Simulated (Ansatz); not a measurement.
# Sc3Ru: the cost of one run

Program: Ansatz 0.2.0. Level of theory: DFT PBE, scalar-relativistic, plane waves, PAW. These are calculated values, not measurements.

2 further runs of the same task are left out: 1 that didn't finish, 1 set aside as unsound or not needed.

## Step 1: The starting structure

The structure is cubic, space group Pm-3m (No. 221). Conventional cell: a = 3.818 Å, b = 3.818 Å, c = 3.818 Å, α = 90.00°, β = 90.00°, γ = 90.00°. Sc (site symmetry 4/mmm) has 8 Sc at 2.70 Å and 4 Ru at 2.70 Å as nearest neighbours. Around Ru (site symmetry m-3m) lie 12 Sc at 2.70 Å.

Coordinates:

```cif
data_structure
_symmetry_space_group_name_H-M 'P 1'
_symmetry_Int_Tables_number 1
_cell_length_a 3.8177
_cell_length_b 3.8177
_cell_length_c 3.8177
_cell_angle_alpha 90.000
_cell_angle_beta 90.000
_cell_angle_gamma 90.000
_cell_volume 55.64
loop_
_atom_site_label
_atom_site_type_symbol
_atom_site_fract_x
_atom_site_fract_y
_atom_site_fract_z
_atom_site_occupancy
Sc1 Sc 0.00000 0.50000 0.50000 1
Sc2 Sc 0.50000 0.00000 0.50000 1
Sc3 Sc 0.50000 0.50000 0.00000 1
Ru1 Ru 0.00000 0.00000 0.00000 1
```

A structure generator made this guess: species swapped into a database cell of Ag3Pt (Pm-3m, No. 221), with Sc on the Ag sites and Ru on the Pt sites. Its size is a rough estimate.

## Step 2: A first look at the guess

input.yaml reads:

```yaml
crystal:
  lattice:
    - [3.81765273, 0.0, 0.0]
    - [0.0, 3.81765273, 0.0]
    - [0.0, 0.0, 3.81765273]
  atoms:
    - { symbol: Sc, position: [0.0, 0.5, 0.5] }
    - { symbol: Sc, position: [0.5, 0.0, 0.5] }
    - { symbol: Sc, position: [0.5, 0.5, 0.0] }
    - { symbol: Ru, position: [0.0, 0.0, 0.0] }
basis:
  ecutwfc: 420
kpoints:
  mp_grid: { grid: [4, 4, 4] }
hamiltonian:
  xc: pbe
scf:
  occupations: { method: gaussian, width: 0.1 }
  lower_state_search: "off"
output:
  forces: true
  stress: true
  eigenvalues: true
```

On the command line:

```sh
> ansatz run input.yaml --threads 1 --pin off --max-ram 2560MiB --backend cpu --events-out ev --progress --plain --runs-dir out
```

**Question.** How long does this run take on 1 thread of Intel Xeon at 2.70GHz, shared host, and how much memory does it need?

About 1.7 s, with a peak of 0.34 GiB.
